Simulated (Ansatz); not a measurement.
# BFGeH4S: the cost of one run

Program: the Python package of Ansatz 0.2.0. Level of theory: PBE0/def2-SVP. These are calculated values, not measurements.

### 1 The structure

Bond lengths: B1–S2 1.860 Å, S2–Ge3 2.193 Å, Ge3–F4 1.777 Å, B1–H5 1.163 Å, B1–H6 1.256 Å, Ge3–H7 1.550 Å, Ge3–H8 1.598 Å. Angles: B1–S2–Ge3 90.9°, S2–B1–H5 124.3°, S2–B1–H6 117.9°, H5–B1–H6 117.7°, S2–Ge3–F4 112.4°, S2–Ge3–H7 112.2°, S2–Ge3–H8 111.3°, F4–Ge3–H7 108.0°, F4–Ge3–H8 105.6°, H7–Ge3–H8 106.9°.

No structure file is read: the coordinates are typed or built in the script.

### 2 The code

bfgeh4s_bend.py reads:

```python
"""Energy of BFGeH4S against one bond angle."""

import warnings

import ansatz as az
from ase import Atoms

config = {
    "basis": "def2-SVP",
    "functional": "pbe0",
    "force_tol": 0.02,
}

warnings.simplefilter("ignore", az.DeckWarning)

atoms = Atoms(["B", "S", "Ge", "F", "H", "H", "H", "H"], positions=[
    [-0.9022, -0.0502, -1.4229],
    [-1.2517, -0.8745, 0.2079],
    [0.5946, -0.0521, 1.0596],
    [0.881, -0.6134, 2.7208],
    [-0.3366, -0.5559, -2.3038],
    [-1.3644, 1.1029, -1.6108],
    [0.5953, 1.4977, 1.0707],
    [1.8762, -0.5118, 0.2227],
])

# start the scan from a relaxed geometry
first = (
    az.Crystal.molecule_from_ase(atoms).calculation()
    .basis(gaussian=config["basis"])
    .functional(config["functional"])
    .relax(force_tolerance=config["force_tol"], max_steps=80)
)
atoms.positions = first.run().report["positions_ang"]

rows = []
for angle in [90, 100, 110, 120, 135, 150, 165, 179]:
    bent = atoms.copy()
    bent.set_angle(2, 1, 0, angle, indices=[0, 4, 5])
    setup = (
        az.Crystal.molecule_from_ase(bent).calculation()
        .basis(gaussian=config["basis"])
        .functional(config["functional"])
    )
    rows.append((angle, setup.run().report["free_energy_ev"]))
floor = min(e for _, e in rows)
for angle, e in rows:
    print(f"angle Ge2-S1-B0 = {angle:3d} deg   {1000 * (e - floor):9.1f} meV")
```

### 3 What the engine is handed

The engine receives this input (first run):

```yaml
crystal:
  periodic: [false, false, false]
  atoms:
    - { symbol: B, position_ang: [-0.9022, -0.0502, -1.4229] }
    - { symbol: S, position_ang: [-1.2517, -0.8745, 0.2079] }
    - { symbol: Ge, position_ang: [0.5946, -0.0521, 1.0596] }
    - { symbol: F, position_ang: [0.881, -0.6134, 2.7208] }
    - { symbol: H, position_ang: [-0.3366, -0.5559, -2.3038] }
    - { symbol: H, position_ang: [-1.3644, 1.1029, -1.6108] }
    - { symbol: H, position_ang: [0.5953, 1.4977, 1.0707] }
    - { symbol: H, position_ang: [1.8762, -0.5118, 0.2227] }
basis:
  gaussian:
    orbitals: def2-SVP
hamiltonian:
  xc: pbe0
relax:
  f_tol: 0.02
  max_steps: 80
```

### 4 Launch

Launch:

```
> python bfgeh4s_bend.py
```

**Question.** How long does this script take on 1 thread of Arm Neoverse V1, shared host, and how much memory does it need?

About 4.3 min, with a peak of 0.29 GiB.
